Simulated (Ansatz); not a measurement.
# InSe2: the cost of one run

Computed with Ansatz 0.2.0 (DFT PBE, scalar-relativistic, plane waves, PAW, unless a step's input says otherwise).

2 further runs of the same task are left out: 1 that didn't finish, 1 set aside as unsound or not needed.

**1. The structure to begin with**

The structure is tetragonal, space group P4/nmm (No. 129). Conventional cell: a = 3.895 Å, b = 3.895 Å, c = 9.626 Å, α = 90.00°, β = 90.00°, γ = 90.00°. In (site symmetry 4mm) is surrounded by 4 Se at 2.84 Å. Se (site symmetry 4mm) has 4 In at 2.84 Å as nearest neighbours. Se (site symmetry -4m2) has 4 Se at 2.75 Å as nearest neighbours.

As a file:

```cif
data_structure
_symmetry_space_group_name_H-M 'P 1'
_symmetry_Int_Tables_number 1
_cell_length_a 3.8949
_cell_length_b 3.8949
_cell_length_c 9.6262
_cell_angle_alpha 90.000
_cell_angle_beta 90.000
_cell_angle_gamma 90.000
_cell_volume 146.03
loop_
_atom_site_label
_atom_site_type_symbol
_atom_site_fract_x
_atom_site_fract_y
_atom_site_fract_z
_atom_site_occupancy
In1 In 0.00000 0.50000 0.70647 1
In2 In 0.50000 0.00000 0.29353 1
Se1 Se 0.00000 0.50000 0.36621 1
Se2 Se 0.50000 0.00000 0.63379 1
Se3 Se 0.00000 0.00000 0.00000 1
Se4 Se 0.50000 0.50000 0.00000 1
```

The structure comes from the Materials Project (structure only).

(A quick probe on a coarse mesh, which set the mesh and smearing, is not shown.)

**3. The relaxation**

input.yaml

```yaml
crystal:
  lattice:
    - [3.894893, 0.0, 0.0]
    - [0.0, 3.894893, 0.0]
    - [0.0, 0.0, 9.626231]
  atoms:
    - { symbol: In, position: [0.0, 0.5, 0.706468] }
    - { symbol: In, position: [0.5, 0.0, 0.293532] }
    - { symbol: Se, position: [0.0, 0.5, 0.366212] }
    - { symbol: Se, position: [0.5, 0.0, 0.633788] }
    - { symbol: Se, position: [0.0, 0.0, 0.0] }
    - { symbol: Se, position: [0.5, 0.5, 0.0] }
basis:
  ecutwfc: 420
kpoints:
  mp_grid: { grid: [10, 10, 4] }
hamiltonian:
  xc: pbe
scf:
  occupations: { method: gaussian, width: 0.1 }
output:
  forces: true
  stress: true
  eigenvalues: true
relax:
  adjacent_minimum: "off"
  f_tol: 0.005
  max_steps: 80
  cell: { stress_tol: 0.05 }
```

Run with:

```
> ansatz run input.yaml --threads 1 --pin off --max-ram 2560MiB --backend cpu --events-out ev --progress --plain --runs-dir out
```

Q: Estimate wall time and peak memory on 1 thread of Intel Xeon Platinum 8375C at 2.90GHz (Ice Lake), shared host.

About 2.8 min, with a peak of 0.69 GiB.
